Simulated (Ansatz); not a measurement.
# BrClH4Sn: the cost of one run

All numbers below are computed with Ansatz 0.2.0 (RKS PBE0/def2-SVP).

## 1. Starting point

Bond lengths: Sn1–Cl2 2.760 Å, Sn1–H3 1.740 Å, Sn1–H4 1.739 Å, Sn1–H5 1.739 Å, Sn1–Br6 2.890 Å, Br6–H7 1.811 Å. Angles: Cl2–Sn1–H3 109.4°, Cl2–Sn1–H4 109.5°, Cl2–Sn1–H5 109.5°, Cl2–Sn1–Br6 71.6°, H3–Sn1–H4 109.5°, H3–Sn1–H5 109.5°, H3–Sn1–Br6 178.9°, H4–Sn1–H5 109.5°, H4–Sn1–Br6 70.0°, H5–Sn1–Br6 70.0°, Sn1–Br6–H7 66.8°.

Coordinates:

```xyz
7

Sn    0.0000    0.0000    0.0000
Cl    0.0000    0.0000    2.7600
H     1.6408    0.0000   -0.5794
H    -0.8195    1.4198   -0.5794
H    -0.8195   -1.4198   -0.5794
Br   -2.7426    0.0000    0.9113
H    -1.5398    0.0000    2.2648
```

## 2. Pulling towards end A

Springs on the bonds that form and break draw the guess towards this end; the thresholds are loose.

input.yaml

```yaml
crystal:
  periodic: [false, false, false]
  atoms:
    - { symbol: Sn, position_ang: [0.0, 0.0, 0.0] }
    - { symbol: Cl, position_ang: [0.0, 0.0, 2.76] }
    - { symbol: H, position_ang: [1.6408, 0.0, -0.5794] }
    - { symbol: H, position_ang: [-0.8195, 1.4198, -0.5794] }
    - { symbol: H, position_ang: [-0.8195, -1.4198, -0.5794] }
    - { symbol: Br, position_ang: [-2.7426, 0.0, 0.9113] }
    - { symbol: H, position_ang: [-1.5398, 0.0, 2.2648] }
basis:
  gaussian: { orbitals: def2-SVP }
hamiltonian:
  xc: pbe0
relax:
  f_tol: 0.15
  max_steps: 25
  restrain:
    - { distance: [0, 5], at: 3.79, k: 30.0 }
    - { distance: [6, 1], at: 2.57, k: 30.0 }
    - { distance: [0, 1], at: 2.41, k: 30.0 }
    - { distance: [6, 5], at: 1.55, k: 30.0 }
```

The run is started by

```bash
$ ansatz run input.yaml --threads 2 --pin off --max-ram 3072MiB --backend cpu --events-out ev --progress --plain --runs-dir out
```

What time and memory should one allow on 2 threads of Arm Neoverse V1, shared host?

About 21 s, with a peak of 0.23 GiB.
